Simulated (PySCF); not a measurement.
**MoOCl2: relaxation and vibrations of the triplet**

The task is one start of a wider search on MoOCl2: the triplet, from a PBE minimum start. It is relaxed, tested by its Hessian and followed downhill if it is a saddle.

Method: PBE, basis Mo def2-SVP with ECP28, O def2-SVP, Cl def2-SVP, scalar-relativistic core potentials, no spin–orbit coupling, density fitting; program: PySCF 2.14.0.

### 1 Starting geometry

4 atoms, charge 0, spin multiplicity 3.

Bond lengths: Mo1–O2 1.667 Å, Mo1–Cl3 2.288 Å, Mo1–Cl4 2.288 Å. Angles: O2–Mo1–Cl3 120.0°, O2–Mo1–Cl4 120.0°, Cl3–Mo1–Cl4 119.9°.

Coordinates in bohr (charge 0 multiplicity 3):
```
Mo    0.0000    0.0000    0.5496
O     0.0000    0.0000    3.7003
Cl    3.7428    0.0000   -1.6151
Cl   -3.7428    0.0000   -1.6151
```

### 2 First SCF at the start

One driver script runs all steps and calls PySCF; scf.py shows how it sets up the SCF of each step. The optimiser is the driver's own. After this first run the driver tries any further starts and a stability analysis.

Contents of scf.py:

```python
from pyscf import gto, scf, dft
mol = gto.M(atom='''
Mo    -0.000000    -0.000000     0.290850
O      0.000000    -0.000000     1.958124
Cl     1.980611    -0.000000    -0.854669
Cl    -1.980611     0.000000    -0.854669''',
    basis={'Mo': 'def2-SVP', 'O': 'def2-SVP', 'Cl': 'def2-SVP'},
    ecp={'Mo': 'def2-SVP'},
    charge=0, spin=2)
mf = dft.UKS(mol, xc='PBE')
mf.grids.atom_grid = (50, 194)
aux = {'Mo': 'def2-universal-JKFIT', 'O': 'def2-universal-JKFIT', 'Cl': 'def2-universal-JKFIT'}
mf = mf.density_fit(auxbasis=aux)
mf.conv_tol = 1e-08
mf.diis_space = 10
mf.max_cycle = 60
mf.init_guess = 'minao'
mf.verbose = 4
mf.kernel()
```

The run is started by

```bash
$ OMP_NUM_THREADS=2 python axn.py task.json out
```

What it wrote:

```text
init E= -1055.793390557
[... the frontier-level lines of each cycle are left out ...]
cycle= 1 E= -1062.96034183489  delta_E= -7.17  |g|= 0.74  |ddm|=  2.3
cycle= 2 E= -1057.05049482877  delta_E= 5.91  |g|= 3.05  |ddm|= 2.51
cycle= 3 E= -1063.11121594511  delta_E= -6.06  |g|= 0.377  |ddm|= 2.38
cycle= 4 E= -1063.11724897914  delta_E= -0.00603  |g|= 0.351  |ddm|= 0.706
cycle= 5 E= -1063.17439372288  delta_E= -0.0571  |g|= 0.167  |ddm|= 0.537
cycle= 6 E= -1063.19161865646  delta_E= -0.0172  |g|= 0.0104  |ddm|= 0.207
cycle= 7 E= -1063.19163425755  delta_E= -1.56e-05  |g|= 0.00822  |ddm|= 0.0109
cycle= 8 E= -1063.19166535672  delta_E= -3.11e-05  |g|= 0.00308  |ddm|= 0.00572
cycle= 9 E= -1063.19166934528  delta_E= -3.99e-06  |g|= 0.00124  |ddm|= 0.00243
cycle= 10 E= -1063.19167005103  delta_E= -7.06e-07  |g|= 0.000163  |ddm|= 0.00112
cycle= 11 E= -1063.19167006075  delta_E= -9.72e-09  |g|= 6.32e-05  |ddm|= 0.000106
Extra cycle  E= -1063.19167002284  delta_E= 3.79e-08  |g|= 0.00031  |ddm|= 0.000253
converged SCF energy = -1063.19167002284  <S^2> = 2.0151029  2S+1 = 3.0100518
```

This step, with its further starts and checks, took 30 s on 2 threads of Arm Neoverse N1, shared host.

The starts that the driver tried:

```csv
start,energy (Eh)
the minimal-basis guess,-1063.191670
a thermally smeared density,-1063.191670
a smeared PBE density,-1063.191670
```

No lower solution of this spin turned up from the other starts or in the test of internal stability.

### 3 Relaxation: PBE minimum start, triplet

The program finds C2v symmetry in the start, which this walk keeps.

scf.py: that of step 2 with these lines changed.

```diff
@@ -3,4 +3,4 @@
-Mo    -0.000000    -0.000000     0.290850
-O      0.000000    -0.000000     1.958124
-Cl     1.980611    -0.000000    -0.854669
-Cl    -1.980611     0.000000    -0.854669''',
+Mo     0.000000     0.000000     0.290729
+O      0.000000     0.000000     1.958003
+Cl     1.980611     0.000000    -0.854790
+Cl    -1.980611     0.000000    -0.854790''',
@@ -17 +16,0 @@
-mf.init_guess = 'minao'
```

Steps of the walk:

```csv
step,energy (Eh),change (kJ/mol),largest symmetric gradient (Eh/bohr)
0,-1063.191670,0.00,0.00022
```

The walk took 3.6 s.

Positions (Å) and forces (eV/Å) along the way:

```
step 0
Mo   0.000   0.000   0.291   0.000   0.000  -0.011
O    0.000   0.000   1.958   0.000   0.000   0.009
Cl   1.981   0.000  -0.855   0.001   0.000   0.001
Cl  -1.981   0.000  -0.855  -0.001   0.000   0.001
```

End point (C2v, 0 steps, 0.0 kJ/mol gained): Mo–Cl 2.288 Å (×2), Mo–O 1.667 Å; Cl–Mo–Cl 119.9°, Cl–Mo–O 120.0° (×2).

### 4 Vibrations and properties at this point

On the finer grid the gradient is checked again; gradients at displacements of ±0.02 bohr then give force constants and infrared intensities.

scf.py: that of step 3 with these lines changed.

```diff
@@ -3,4 +3,4 @@
-Mo     0.000000     0.000000     0.290729
-O      0.000000     0.000000     1.958003
-Cl     1.980611     0.000000    -0.854790
-Cl    -1.980611     0.000000    -0.854790''',
+Mo     0.000000     0.000000     0.292276
+O      0.000000     0.000000     1.959675
+Cl     1.978603     0.000000    -0.856399
+Cl    -1.978603     0.000000    -0.856399''',
@@ -11 +11 @@
-mf.grids.atom_grid = (50, 194)
+mf.grids.atom_grid = (75, 302)
@@ -14 +14 @@
-mf.conv_tol = 1e-08
+mf.conv_tol = 1e-10
```

The driver hands on the density of the step before, so the log starts near convergence.

Log of the central SCF (cycles and frontier levels):

```text
init E= -1063.19182702014
[... the frontier-level lines of each cycle are left out ...]
cycle= 1 E= -1063.19182701998  delta_E= 1.63e-10  |g|= 2.09e-05  |ddm|= 1.57e-05
cycle= 2 E= -1063.19182701535  delta_E= 4.62e-09  |g|= 0.00011  |ddm|= 7.85e-05
cycle= 3 E= -1063.19182702014  delta_E= -4.78e-09  |g|= 4.37e-06  |ddm|= 6.54e-05
cycle= 4 E= -1063.19182702015  delta_E= -1.59e-11  |g|= 1.65e-07  |ddm|= 4.97e-06
Extra cycle  E= -1063.19182702015  delta_E= 5e-12  |g|= 5.59e-07  |ddm|= 5.17e-07
converged SCF energy = -1063.19182702015  <S^2> = 2.0151071  2S+1 = 3.0100546
```

The whole step took 86 s.

Geometry: C2v; Mo–Cl 2.288 Å (×2), Mo–O 1.667 Å; Cl–Mo–Cl 119.7°, Cl–Mo–O 120.1° (×2).

Harmonic modes (main isotopes):

| symmetry | ω (cm⁻¹) | IR (km/mol) |
| --- | --- | --- |
| a1 | 97 | 1.1 |
| b1 | 106 | 9.4 |
| b2 | 176 | 2.7 |
| a1 | 377 | 16.2 |
| b2 | 423 | 89.1 |
| a1 | 1030 | 141 |

No imaginary mode, so this is a minimum.

Properties at this point:

- Dipole moment: 0.12 D
- Highest occupied level: -5.82 eV
- Lowest empty level: -4.52 eV
- Rotational constants: 0.1392, 0.06157, 0.04269 cm⁻¹
- Zero-point energy: 13.2 kJ/mol
- Principal polarisabilities: 41.1, 58.0, 75.1 bohr³
- Atomisation energy without zero-point energy: 1527 kJ/mol
- Principal traceless quadrupole moments about the centre of mass: -2.49, -2.48, 4.97 D Å
- Entropy at 298.15 K and 1 bar (electronic part: spin only): 340.9 J/(mol K)
- Heat capacity Cp at 298.15 K: 71.1 J/(mol K)
- Enthalpy at 298.15 K above 0 K: 17.04 kJ/mol
- Rotational symmetry number: 2
- Spin squared ⟨S²⟩: 2.015

Populations by atom (charges in e):

```tsv
atom	Mulliken	Löwdin	polar tensor	spin (Mulliken)	Mayer order to Mo1
Mo1	0.60	-0.33	1.54	2.04	–
O2	-0.24	-0.01	-0.63	-0.13	2.30
Cl3,4	-0.18	0.17	-0.45	0.05	1.27
```

Outer orbital energies (eV). α occupied: -10.19, -9.08, -8.92, -8.55, -8.47, -8.18, -6.45, -5.82; empty: -4.33, -2.98, -2.95, -0.60. β occupied: -10.64, -10.32, -9.98, -8.92, -8.62, -8.43, -8.40, -8.17; empty: -4.52, -4.20, -3.64, -2.42.

Mulliken populations on Mo1 (outside its core potential): s 2.45, p 6.48, d 4.42, f 0.05.

### 5 Summary of results

```
                                          quantity                                                                   value
                                           minimum                                                            triplet, C2v
                                          geometry  Mo–Cl 2.288 Å (×2), Mo–O 1.667 Å; Cl–Mo–Cl 119.7°, Cl–Mo–O 120.1° (×2)
                                wavenumbers (cm⁻¹)              97 (a1), 106 (b1), 176 (b2), 377 (a1), 423 (b2), 1030 (a1)
                                     dipole moment                                                                  0.12 D
highest occupied, lowest empty level (either spin)                                                         -5.82, -4.52 eV
                        polar-tensor charge of Mo1                                                                 +1.54 e
                                 zero-point energy                                                             13.2 kJ/mol
                               entropy at 298.15 K                                                         340.9 J/(mol K)
         atomisation energy (no zero-point energy)                                                             1527 kJ/mol
                                              ⟨S²⟩                                                                   2.015
```

What this shows: The molecule stays C2v, as typed, and the end point is a minimum. In the infrared the band at 1030 cm⁻¹ (a1, stretch) leads. Most of the spin sits on Mo1 (Mulliken spin 2.04, against 2 for the whole molecule). Only this shape and spin were tried, so other structures or states may lie lower. One determinant may miss the lowest occupation of an open d or f shell.

The search up to here took 2 min.
